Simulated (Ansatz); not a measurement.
# CH₃F₃SeTi: basis-set convergence

Aim: see how fast density functionals converge with the basis set for CH₃F₃SeTi.

Program: Ansatz 0.2.0, Gaussian basis. Level of theory: one geometry, several basis sets. These are calculated values, not measurements.

Plan: PBE0-D4/def2-SVP; ωB97M-V/def2-SVP; PBE0-D4/def2-QZVPP; ωB97M-V/def2-QZVPP; the functionals' def2-TZVPP values are taken from earlier runs.

## (1) Structure used throughout

The geometry comes from an earlier relaxation with PBE0-D4 in a triple-zeta def2 set; it is a stationary point, not always the lowest conformer.

SMILES `C[Se][Ti]([F])([F])[F]`, 9 atoms, charge 0, spin multiplicity 1.

Atoms are counted from 1 here; the program's logs count them from 0.

Bond lengths: C1–Se2 1.967 Å, C1–H7 1.088 Å, C1–H8 1.088 Å, C1–H9 1.088 Å, Se2–Ti3 2.389 Å, Ti3–F4 1.751 Å, Ti3–F5 1.751 Å, Ti3–F6 1.742 Å. Angles: Se2–C1–H7 106.2°, Se2–C1–H8 110.1°, Se2–C1–H9 110.1°, H7–C1–H8 109.7°, H7–C1–H9 109.7°, H8–C1–H9 111.0°, C1–Se2–Ti3 93.0°, Se2–Ti3–F4 107.7°, Se2–Ti3–F5 107.7°, Se2–Ti3–F6 106.7°, F4–Ti3–F5 107.9°, F4–Ti3–F6 113.3°, F5–Ti3–F6 113.3°.

As a file:

```tsv
atom	x (Å)	y (Å)	z (Å)
C1	1.11598	-0.87383	0.74839
Se2	1.26360	0.87493	-0.14103
Ti3	-1.04663	0.90435	-0.74685
F4	-1.98515	0.77372	0.72579
F5	-1.36177	-0.52166	-1.71313
F6	-1.31881	2.39437	-1.60763
H7	2.11018	-1.10703	1.12464
H8	0.41481	-0.81261	1.57804
H9	0.80779	-1.63224	0.03177
```

## (2) PBE0-D4 in def2-SVP

Contents of in.yaml:

```yaml
crystal:
  periodic: [false, false, false]
  atoms:
    - {symbol: C, position_ang: [1.115976, -0.873829, 0.748391]}
    - {symbol: Se, position_ang: [1.263603, 0.874934, -0.141029]}
    - {symbol: Ti, position_ang: [-1.046628, 0.904354, -0.746847]}
    - {symbol: F, position_ang: [-1.985151, 0.773724, 0.725786]}
    - {symbol: F, position_ang: [-1.361772, -0.521660, -1.713125]}
    - {symbol: F, position_ang: [-1.318805, 2.394367, -1.607632]}
    - {symbol: H, position_ang: [2.110180, -1.107026, 1.124639]}
    - {symbol: H, position_ang: [0.414809, -0.812613, 1.578045]}
    - {symbol: H, position_ang: [0.807787, -1.632240, 0.031770]}
basis:
  gaussian: {orbitals: def2-SVP}
hamiltonian: {xc: pbe0, dispersion: d4}
output: {orbitals: {seedname: orbitals}}
```

The run is started by

```console
> ansatz run in.yaml --threads 4 --pin off --events-out ev --progress --plain --max-ram 11315MiB
```

The runs that follow: ωB97M-V in def2-SVP; PBE0-D4 in def2-QZVPP; ωB97M-V in def2-QZVPP.

Q: Predict the results of all the runs planned. Wanted: PBE0-D4: double and triple zeta above quadruple; ωB97M-V: double and triple zeta above quadruple.

As calculated:

```
                                       quantity           value
PBE0-D4: double and triple zeta above quadruple  24.90, 2.31 eV
ωB97M-V: double and triple zeta above quadruple  25.05, 2.20 eV
```

**Reading.** For PBE0-D4 the step from double to triple zeta gains 22.60 eV and the next only 2.31 eV. Total energies overstate the basis error of differences, where much of it tends to cancel.
